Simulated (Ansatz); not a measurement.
This script for the Ansatz DFT code, driven from Python starts 6 runs on C₂H₅NSi, SMILES N=C=C[SiH3]. What input does the engine get in each?

`field.py`:
```python
# -*- coding: utf-8 -*-
'''Dipole of C2H5NSi in the field of point charges.'''

import warnings

import ansatz as az
import numpy as np

BASIS_SET = 'def2-SVPD'
FUNCTIONAL = 'CAM-B3LYP'

warnings.simplefilter('ignore', az.DeckWarning)

geometry_ang = [
    ('N', [0.3234, 0.555, -2.2697]),
    ('C', [0.2848, 0.5656, -1.1125]),
    ('C', [0.2744, 0.5416, 0.1671]),
    ('Si', [-0.379, -0.8312, 1.0562]),
    ('H', [0.7427, 1.4311, -2.665]),
    ('H', [0.7701, 1.345, 0.7536]),
    ('H', [-1.8802, -0.9286, 0.7788]),
    ('H', [0.2423, -2.1111, 0.7115]),
    ('H', [-0.2901, -0.6138, 2.5629]),
]
system = az.Crystal.molecule()
for symbol, xyz in geometry_ang:
    system = system.atom(symbol, xyz)

setup = (
    system.calculation()
    .basis(gaussian=BASIS_SET)  # atom-centred Gaussian functions
    .functional(FUNCTIONAL)
    .forces()
)
# charges +q and -q at -R and +R make a nearly even field 2 k q / R^2 at the centre
centre = np.mean([site.position_ang for site in system.cartesian_sites], axis=0)
field = 2 * 14.399645 * 3.0 / 30.0 ** 2


def dipole(axis, sign):
    arm = 30.0 * np.eye(3)[axis]
    pair = [{'charge': sign * 3.0, 'position_ang': (centre - arm).tolist()}, {'charge': -sign * 3.0, 'position_ang': (centre + arm).tolist()}]
    deck = setup.input().set(az.key.basis.gaussian.point_charges, pair)
    return np.array(az.Session.from_dict(deck).plan().execute().report['charge_distribution']['dipole_moment_e_ang'])


print(f'field {field:.4f} V/A')
alpha = np.array([(dipole(axis, 1) - dipole(axis, -1)) / (2 * field) * 14.399645 for axis in range(3)])
print('polarisability tensor (A^3)')
print(np.array2string(alpha, precision=3, suppress_small=True))
print(f'mean {np.trace(alpha) / 3:.3f} A^3 = {np.trace(alpha) / 3 / 0.14818471:.2f} bohr^3')
```

Run 1:
```yaml
crystal:
  periodic: [false, false, false]
  atoms:
    - { symbol: "N", position_ang: [0.3234, 0.555, -2.2697] }
    - { symbol: C, position_ang: [0.2848, 0.5656, -1.1125] }
    - { symbol: C, position_ang: [0.2744, 0.5416, 0.1671] }
    - { symbol: Si, position_ang: [-0.379, -0.8312, 1.0562] }
    - { symbol: H, position_ang: [0.7427, 1.4311, -2.665] }
    - { symbol: H, position_ang: [0.7701, 1.345, 0.7536] }
    - { symbol: H, position_ang: [-1.8802, -0.9286, 0.7788] }
    - { symbol: H, position_ang: [0.2423, -2.1111, 0.7115] }
    - { symbol: H, position_ang: [-0.2901, -0.6138, 2.5629] }
basis:
  gaussian:
    orbitals: def2-SVPD
    point_charges:
      - { charge: 3.0, position_ang: [-29.990177777777777, -0.005155555555555543, -0.0018999999999999634] }
      - { charge: -3.0, position_ang: [30.009822222222223, -0.005155555555555543, -0.0018999999999999634] }
hamiltonian:
  xc: cam_b3lyp
output:
  forces: true
```

Run 2, against run 1:
```diff
-      - { charge: 3.0, position_ang: [-29.990177777777777, -0.005155555555555543, -0.0018999999999999634] }
-      - { charge: -3.0, position_ang: [30.009822222222223, -0.005155555555555543, -0.0018999999999999634] }
+      - { charge: -3.0, position_ang: [-29.990177777777777, -0.005155555555555543, -0.0018999999999999634] }
+      - { charge: 3.0, position_ang: [30.009822222222223, -0.005155555555555543, -0.0018999999999999634] }
```

Run 3, against run 1:
```diff
-      - { charge: 3.0, position_ang: [-29.990177777777777, -0.005155555555555543, -0.0018999999999999634] }
-      - { charge: -3.0, position_ang: [30.009822222222223, -0.005155555555555543, -0.0018999999999999634] }
+      - { charge: 3.0, position_ang: [0.009822222222222201, -30.005155555555554, -0.0018999999999999634] }
+      - { charge: -3.0, position_ang: [0.009822222222222201, 29.994844444444446, -0.0018999999999999634] }
```

Run 4, against run 1:
```diff
-      - { charge: 3.0, position_ang: [-29.990177777777777, -0.005155555555555543, -0.0018999999999999634] }
-      - { charge: -3.0, position_ang: [30.009822222222223, -0.005155555555555543, -0.0018999999999999634] }
+      - { charge: -3.0, position_ang: [0.009822222222222201, -30.005155555555554, -0.0018999999999999634] }
+      - { charge: 3.0, position_ang: [0.009822222222222201, 29.994844444444446, -0.0018999999999999634] }
```

Run 5, against run 1:
```diff
-      - { charge: 3.0, position_ang: [-29.990177777777777, -0.005155555555555543, -0.0018999999999999634] }
-      - { charge: -3.0, position_ang: [30.009822222222223, -0.005155555555555543, -0.0018999999999999634] }
+      - { charge: 3.0, position_ang: [0.009822222222222201, -0.005155555555555543, -30.0019] }
+      - { charge: -3.0, position_ang: [0.009822222222222201, -0.005155555555555543, 29.9981] }
```

Run 6, against run 1:
```diff
-      - { charge: 3.0, position_ang: [-29.990177777777777, -0.005155555555555543, -0.0018999999999999634] }
-      - { charge: -3.0, position_ang: [30.009822222222223, -0.005155555555555543, -0.0018999999999999634] }
+      - { charge: -3.0, position_ang: [0.009822222222222201, -0.005155555555555543, -30.0019] }
+      - { charge: 3.0, position_ang: [0.009822222222222201, -0.005155555555555543, 29.9981] }
```

```console
$ python field.py
field 0.0960 V/A
polarisability tensor (A^3)
[[ 7.16   0.486 -0.683]
 [ 0.479  7.745 -1.263]
 [-0.693 -1.279 12.332]]
mean 9.079 A^3 = 61.27 bohr^3
```

The geometry is a force-field or estimated start, not a minimum of this method, and the basis set is short of its limit. The field of two point charges is only nearly even. Hardware and time: 29 s on 1 thread of Arm Neoverse V2, with other jobs on the host, peak memory 0.34 GiB.
